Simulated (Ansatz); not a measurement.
# ScI2Cl: the cost of one run

Program: Ansatz 0.2.0. Level of theory: DFT PBE, scalar-relativistic, plane waves, PAW. These are calculated values, not measurements.

2 further runs of the same task are left out: 1 that didn't finish, 1 set aside as unsound or not needed.

## 1. The starting structure

It takes space group P6/mmm (No. 191, hexagonal). The conventional cell has a = 4.479 Å, b = 4.479 Å, c = 7.630 Å, α = 90.00°, β = 90.00°, γ = 120.00°. Around Sc (site symmetry 6/mmm) lie 2 I at 1.84 Å. Around I (site symmetry 6mm) lie 1 Sc at 1.84 Å and 1 Cl at 1.98 Å. Cl (site symmetry 6/mmm) has 2 I at 1.98 Å as nearest neighbours.

Structure file:

```cif
data_structure
_symmetry_space_group_name_H-M 'P 1'
_symmetry_Int_Tables_number 1
_cell_length_a 4.4792
_cell_length_b 4.4792
_cell_length_c 7.6301
_cell_angle_alpha 90.000
_cell_angle_beta 90.000
_cell_angle_gamma 120.000
_cell_volume 132.57
loop_
_atom_site_label
_atom_site_type_symbol
_atom_site_fract_x
_atom_site_fract_y
_atom_site_fract_z
_atom_site_occupancy
Sc1 Sc 0.00000 0.00000 0.50000 1
I1 I 0.00000 0.00000 0.25885 1
I2 I 0.00000 0.00000 0.74115 1
Cl1 Cl 0.00000 0.00000 0.00000 1
```

Recipe of the guess: random cell by space group and Wyckoff sites (P6/mmm, No. 191). Its size is a rough estimate.

## 2. The guess as it stands, on a coarse mesh

input.yaml reads:

```yaml
crystal:
  lattice:
    - [4.47917897, 0.0, 0.0]
    - [-2.23958948, 3.87908278, 0.0]
    - [0.0, 0.0, 7.6301401]
  atoms:
    - { symbol: Sc, position: [0.0, 0.0, 0.5] }
    - { symbol: I, position: [0.0, 0.0, 0.25884512] }
    - { symbol: I, position: [0.0, 0.0, 0.74115488] }
    - { symbol: Cl, position: [0.0, 0.0, 0.0] }
basis:
  ecutwfc: 420
kpoints:
  mp_grid: { grid: [6, 6, 2] }
hamiltonian:
  xc: pbe
scf:
  occupations: { method: gaussian, width: 0.1 }
  lower_state_search: "off"
output:
  forces: true
  stress: true
  eigenvalues: true
```

Launch:

```
ansatz run input.yaml --threads 1 --pin off --max-ram 2048MiB --backend cpu --events-out ev --progress --plain --runs-dir out
```

What time and memory should one allow on 1 thread of Arm Neoverse V1, shared host?

About 5.2 s, with a peak of 0.39 GiB.
